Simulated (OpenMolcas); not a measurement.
**CSe (SMILES [C][Se]): levels of theory compared**

We compute a comparison of 6 runs (HF/3-21G, B3LYP/6-31G*, M06-L/cc-pVTZ, PBE/cc-pVTZ, TPSS/cc-pVTZ, r2SCAN/cc-pVTZ) of CSe. 

Program for the calculation: OpenMolcas 26.06.

1 further run of the same task is left out (set aside as unsound or not needed).

## Step 1: The structure to begin with

The species is CSe (2 atoms), meant as a singlet with charge 0. SMILES: `[C][Se]`. The C1–Se2 distance was set to 1.922 Å, away from the relaxed value.

Bond lengths: C1–Se2 1.922 Å.

## Step 2: The energy at HF/3-21G (run 1)

The input, mol.inp:

```
&GATEWAY
 BASLIB=$CurrDir
 COORD
 2
 angstrom
 C        0.000000       0.000000      -0.259220
 Se       0.000000       0.000000       1.662780
 BASIS=3-21G
 GROUP=NoSym

&SEWARD

&SCF
 THRESHOLDS=1e-10 1e-07 1e-07 1e-05
 PRORBITALS=0
```

The basis set 3-21G is read from a file made from the Basis Set Exchange's data (not shown).

On the command line:

```sh
$ export MOLCAS_MEM=1860
$ pymolcas mol.inp > mol.log
```

Standard output:

```text
--- Start Module: gateway ---
[...]
--- Stop Module: gateway /rc=_RC_ALL_IS_WELL_ ---
--- Start Module: seward ---
[...]
      Basis functions           31
--- Stop Module: seward /rc=_RC_ALL_IS_WELL_ ---
--- Start Module: scf ---
[...]
       Convergence after  12 Iterations
[...]
::    Total SCF energy                              -2425.9954884365
[...]
      Total spin, S                                     0.0000000000
[...]
      Total electronic charge=   40.000000
      Total            charge=   -0.000000
[...]
      Dipole Moment (debye):
      Origin of the operator (angstrom)=    0.0000    0.0000    1.4119
                   X=  1.5780E-15               Y=  3.3864E-15               Z=  3.5679E-01           Total=  3.5679E-01
      Quadrupole Moment (debye*angstrom):
[...]
--- Stop Module: scf /rc=_RC_ALL_IS_WELL_ ---
[...]
```

Run time: 1.6 s. Hardware: 1 thread of Arm Neoverse V1, shared host; peak memory 0.37 GiB.

## Step 3: A single-point energy at B3LYP/6-31G(d) (Cartesian functions) (run 2)

The input, mol.input:

```
&gateway
  baslib = $CurrDir
  coord
  2
  angstrom
  C        0.000000       0.000000      -0.259220
  Se       0.000000       0.000000       1.662780
  basis = 6-31Gs
  group = NoSym

&seward
  gridinput
  Grid=UltraFine
  End of Grid

&scf
  ksdft = B3LYP
  thresholds = 1e-10 1e-07 1e-07 1e-05
  prorbitals = 1 1
```

The basis set 6-31G* is read from a file made from the Basis Set Exchange's data (not shown).

On the command line:

```sh
$ export MOLCAS_MEM=1860
$ pymolcas mol.input > mol.log
```

Standard output:

```text
--- Start Module: gateway ---
[...]
--- Stop Module: gateway /rc=_RC_ALL_IS_WELL_ ---
--- Start Module: seward ---
[...]
      Basis functions           50
--- Stop Module: seward /rc=_RC_ALL_IS_WELL_ ---
--- Start Module: scf ---
[...]
       Convergence after  15 Iterations
[...]
::    Total KS-DFT energy                           -2439.2704012489
[...]
      Total spin, S                                     0.0000000000
[...]
      Total electronic charge=   40.000000
      Total            charge=   -0.000000
[...]
      Dipole Moment (debye):
      Origin of the operator (angstrom)=    0.0000    0.0000    1.4119
                   X= -1.0469E-14               Y=  2.9022E-15               Z=  8.8439E-01           Total=  8.8439E-01
      Quadrupole Moment (debye*angstrom):
[...]
--- Stop Module: scf /rc=_RC_ALL_IS_WELL_ ---
[...]
```

Wall time 5.7 s (1 thread of Arm Neoverse V1, shared host); peak memory 0.38 GiB.

Runs 3 to 5 aren't shown in full; the table further down has their settings and results.

## Step 4: A single-point energy at r2SCAN/cc-pVTZ (run 6)

The input, test.input:

```
>>> EXPORT MOLCAS_PRINT=2

&GATEWAY
  BasLib
  $CurrDir
  Coord
  2
  angstrom
  C        0.000000       0.000000      -0.259220
  Se       0.000000       0.000000       1.662780
  Basis
  cc-pVTZ
  Group
  NoSym

&SEWARD
  GridInput
  Grid=UltraFine
  End of Grid

&SCF
  KSDFT
  2
  1.0 MGGA_X_R2SCAN
  1.0 MGGA_C_R2SCAN
  Thresholds
  1e-10 1e-07 1e-07 1e-05
  PrOrbitals
  0
```

The basis set cc-pVTZ is read from a file made from the Basis Set Exchange's data (not shown).

On the command line:

```sh
$ export MOLCAS_MEM=1860
$ pymolcas test.input > test.log
```

Standard output:

```text
--- Start Module: gateway ---
[...]
--- Stop Module: gateway /rc=_RC_ALL_IS_WELL_ ---
--- Start Module: seward ---
[...]
      Basis functions           73
--- Stop Module: seward /rc=_RC_ALL_IS_WELL_ ---
[...]
--- Start Module: scf ---
[...]
       Convergence after  15 Iterations
[...]
::    Total KS-DFT energy                           -2439.5452420642
[...]
      Total spin, S                                     0.0000000000
[...]
      Total electronic charge=   40.000000
      Total            charge=   -0.000000
[...]
      Dipole Moment (debye):
      Origin of the operator (angstrom)=    0.0000    0.0000    1.4119
                   X=  1.3522E-14               Y= -2.0460E-14               Z=  1.2345E+00           Total=  1.2345E+00
      Quadrupole Moment (debye*angstrom):
[...]
--- Stop Module: scf /rc=_RC_ALL_IS_WELL_ ---
[...]
```

It took 14 s on 1 thread of Arm Neoverse V1, shared host; peak memory 0.42 GiB.

## Step 5: The series

```
run                               level  Cartesian functions  integration grid   energy (Eh)  dipole moment (D)  HOMO energy (eV)  LUMO energy (eV)  wall time
  1                            HF/3-21G                   no                 –  -2425.995488               0.36            -10.51              0.56      1.6 s
  2  B3LYP/6-31G* (Cartesian functions)                  yes         UltraFine  -2439.270401               0.88             -8.18             -3.34      5.7 s
  3                       M06-L/cc-pVTZ                   no         UltraFine  -2439.495774               1.50             -7.52             -3.95       14 s
  4                         PBE/cc-pVTZ                   no         UltraFine  -2439.180799               1.35             -7.52             -4.21       11 s
  5                        TPSS/cc-pVTZ                   no         UltraFine  -2439.527507               1.25             -7.58             -4.15       16 s
  6                      r2SCAN/cc-pVTZ                   no         UltraFine  -2439.545242               1.23             -7.80             -4.17       14 s
```

## Step 6: Results

| quantity | value |
| --- | --- |
| run 6: total energy | -2439.54524 Eh |
| run 6: dipole moment | 1.23 D |
| run 6: HOMO energy | -7.80 eV |
| run 6: LUMO energy | -4.17 eV |
| run 6: HOMO–LUMO gap | 3.63 eV |

The dipole moment (its size) runs from 0.36 D (HF/3-21G) to 1.50 D (M06-L/cc-pVTZ). The two ends differ in method and basis. The HOMO–LUMO gap runs from 3.31 eV (PBE/cc-pVTZ) to 11.06 eV (HF/3-21G). Totals of different functionals can't be ranked against each other. All runs together took 61 s, the longest 16 s.
